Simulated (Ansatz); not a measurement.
**H₃IO₃Zr: one species, many methods**

The task here is to estimate one member of a computed series from the others.

Computed with Ansatz 0.2.0, Gaussian basis. Level: functionals in def2-TZVPP, the program's frozen cores in correlated methods.

The runs, in order: LDA (SPW92), PBE-D4, revPBE-D4, BLYP-D4, r2SCAN-D4, B97M-V, PBE0-D4, B3LYP-D4, r2SCANh-D4, r2SCAN0-D4, HSE06-D4, BHLYP-D4, CAM-B3LYP-D4, LC-ωPBE, ωB97X-V, ωB97M-V, B2PLYP, PBE-QIDH; CCSD(T)/def2-SVP; CCSD(T)/def2-TZVPP; MP2/def2-QZVPP; extrapolation to the limit; RPA on PBE.

1 further run of the same task is left out (for a known fault of the program).

### Structure used throughout

An earlier PBE0-D4 in a triple-zeta def2 set relaxation fixed the geometry. Zr, I take the def2 core potential; no spin-orbit term is included.

SMILES `[OH][Zr]([OH])([OH])[I]`, 8 atoms, charge 0, spin multiplicity 1.

Atoms are counted from 1 here; the program's logs count them from 0.

Bond lengths: O1–Zr2 1.908 Å, O1–H6 0.953 Å, Zr2–O3 1.908 Å, Zr2–O4 1.908 Å, Zr2–I5 2.764 Å, O3–H7 0.953 Å, O4–H8 0.953 Å. Angles: Zr2–O1–H6 163.9°, O1–Zr2–O3 110.1°, O1–Zr2–O4 110.1°, O1–Zr2–I5 108.9°, O3–Zr2–O4 110.1°, O3–Zr2–I5 108.9°, O4–Zr2–I5 108.9°, Zr2–O3–H7 163.9°, Zr2–O4–H8 163.9°.

The first run:

Input file in.yaml:

```yaml
crystal:
  periodic: [false, false, false]
  atoms:
    - {symbol: O, position_ang: [-0.720399, 1.590120, 0.581741]}
    - {symbol: Zr, position_ang: [0.045444, 0.054779, -0.253583]}
    - {symbol: O, position_ang: [1.699166, -0.391473, 0.587589]}
    - {symbol: O, position_ang: [-1.161885, -1.419121, -0.146538]}
    - {symbol: I, position_ang: [0.522163, 0.628899, -2.915263]}
    - {symbol: H, position_ang: [-1.316887, 2.197079, 1.009978]}
    - {symbol: H, position_ang: [2.480086, -0.383030, 1.133188]}
    - {symbol: H, position_ang: [-1.547688, -2.277263, 0.002899]}
basis:
  gaussian: {orbitals: def2-TZVPP}
hamiltonian: {xc: lda}
output: {orbitals: {seedname: orbitals}}
```

The run is started by

```console
$ ansatz run in.yaml --threads 4 --pin off --events-out ev --progress --plain --max-ram 10444MiB
```

Among the steps run: LDA; PBE-D4 (GGA); revPBE-D4 (GGA); BLYP-D4 (GGA); r2SCAN-D4 (meta-GGA); B97M-V (meta-GGA); PBE0-D4 (hybrid); B3LYP-D4 (hybrid); r2SCANh-D4 (hybrid); r2SCAN0-D4 (hybrid); HSE06-D4 (hybrid); BHLYP-D4 (hybrid); CAM-B3LYP-D4 (range-separated); LC-ωPBE (range-separated); ωB97X-V (range-separated); ωB97M-V (range-separated); B2PLYP (double hybrid); PBE-QIDH (double hybrid).

One of the session's tables, all rows but one given; the rest of the session is left out.

It belongs to the step «Frontier levels by functional». 

| functional | HOMO (eV) | gap (eV) |
| --- | --- | --- |
| LDA (SPW92) | ? | ? |
| PBE-D4 | -6.09 | 4.72 |
| revPBE-D4 | -6.02 | 4.74 |
| BLYP-D4 | -5.90 | 4.65 |
| r2SCAN-D4 | -6.39 | 5.21 |
| B97M-V | -6.36 | 5.24 |
| PBE0-D4 | -7.22 | 6.69 |
| B3LYP-D4 | -6.96 | 6.22 |
| r2SCANh-D4 | -6.80 | 5.93 |
| r2SCAN0-D4 | -7.42 | 7.02 |
| HSE06-D4 | -6.83 | 5.93 |
| BHLYP-D4 | -8.17 | 8.29 |
| CAM-B3LYP-D4 | -8.43 | 8.67 |
| LC-ωPBE | -9.75 | 10.95 |
| ωB97X-V | -9.42 | 10.53 |
| ωB97M-V | -9.30 | 9.85 |

Estimate the missing values for LDA (SPW92).

**Answer.** HOMO (eV): -6.25; gap (eV): 4.67. In the column «HOMO (eV)» it lies between B97M-V (-6.36) and PBE-D4 (-6.09).
